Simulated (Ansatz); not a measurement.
# Germanium, dhcp under BLYP: structure, energy and stiffness

Aim: take germanium in the dhcp structure, relax it, solve it on a dense k-mesh, then scale the cell to 7 volumes from 88 to 112 % of the relaxed one and try a fit of the equation of state. Spin polarisation is left out. The k-meshes are 12×12×4 for the relaxation; 15×15×4 for the dense run; 13×13×4 for the volumes.

Program: Ansatz 0.2.0. Level of theory: DFT BLYP, plane waves (420 eV) with PAW, scalar-relativistic; PBE-made PAW files. These are calculated values, not measurements.

## (1) The structure to begin with

It takes space group P6_3/mmc (No. 194, hexagonal). Conventional cell: a = 3.008 Å, b = 3.008 Å, c = 9.823 Å, α = 90.00°, β = 90.00°, γ = 120.00°. Ge (site symmetry -3m) is surrounded by 12 Ge at 3.01 Å. Around Ge (site symmetry -6m2) lie 12 Ge at 3.01 Å.

Structure file:

```
CELL_PARAMETERS angstrom
3.00765 0.00000 0.00000
-1.50383 2.60470 0.00000
0.00000 0.00000 9.82300
ATOMIC_POSITIONS crystal
Ge 0.00000 0.00000 0.00000
Ge 0.00000 0.00000 0.50000
Ge 0.33333 0.66667 0.25000
Ge 0.66667 0.33333 0.75000
```

## (2) Relaxation of the cell

Input file input.yaml:

```yaml
crystal:
  lattice:
    - [3.0076538696, 0.0, 0.0]
    - [-1.5038269348, 2.6047046568, 0.0]
    - [0.0, 0.0, 9.8229975381]
  atoms:
    - { symbol: Ge, position: [0.0, 0.0, 0.0] }
    - { symbol: Ge, position: [0.0, 0.0, 0.5] }
    - { symbol: Ge, position: [0.3333333333, 0.6666666667, 0.25] }
    - { symbol: Ge, position: [0.6666666667, 0.3333333333, 0.75] }
hamiltonian:
  xc: blyp
  pseudopotentials:
    kind: paw
    azcp:
      Ge: "pseudopotentials/Ge.paw.azcp"
basis:
  ecutwfc: 420
  fft_grid_basis: typed
kpoints:
  mp_grid: { grid: [12, 12, 4], shift: [0, 0, 0] }
magnetization:
  spin_polarized: false
scf:
  occupations: { method: fermi_dirac, width: 0.1 }
relax:
  max_steps: 60
  f_tol: 0.01
  cell: {}
```

Further steps of the session: The energy on a finer k-mesh; The cell scaled to 88 % of its volume; The cell scaled to 92 % of its volume; The cell scaled to 96 % of its volume; The cell scaled to 100 % of its volume; The cell scaled to 104 % of its volume; The cell scaled to 108 % of its volume; The cell scaled to 112 % of its volume.

**Question.** What will these runs give? Wanted: space group; conventional cell; volume; shortest distance; gap on the mesh; relative to diamond; highest ELF outside the cores; V₀, B₀, B₀′.

The runs gave:

```
                      quantity                                    value
space group (spins left aside)                       P6_3/mmc (No. 194)
             conventional cell  a = 3.123 Å, c = 10.320 Å (c/a = 3.305)
                        volume                           21.789 Å³/atom
             shortest distance                                  3.123 Å
               gap on the mesh             none (levels filled in part)
           relative to diamond                            +505 meV/atom
 highest ELF outside the cores       0.46, 1.19 Å from the nearest atom
                   V₀, B₀, B₀′              21.678 Å³/atom, 47 GPa, 4.5
```

**Reading.** The relaxation enlarged the cell by 13.3 % in volume. Against the reference form of germanium (diamond, computed apart with the same settings) it stands 505 meV/atom higher. No gap shows: it is a metal or semimetal at this level. B₀ comes out at 47 GPa; letting shape and positions relax at each volume could only lower it. The symmetry was held, so the structure may be unstable against distortions that break it.
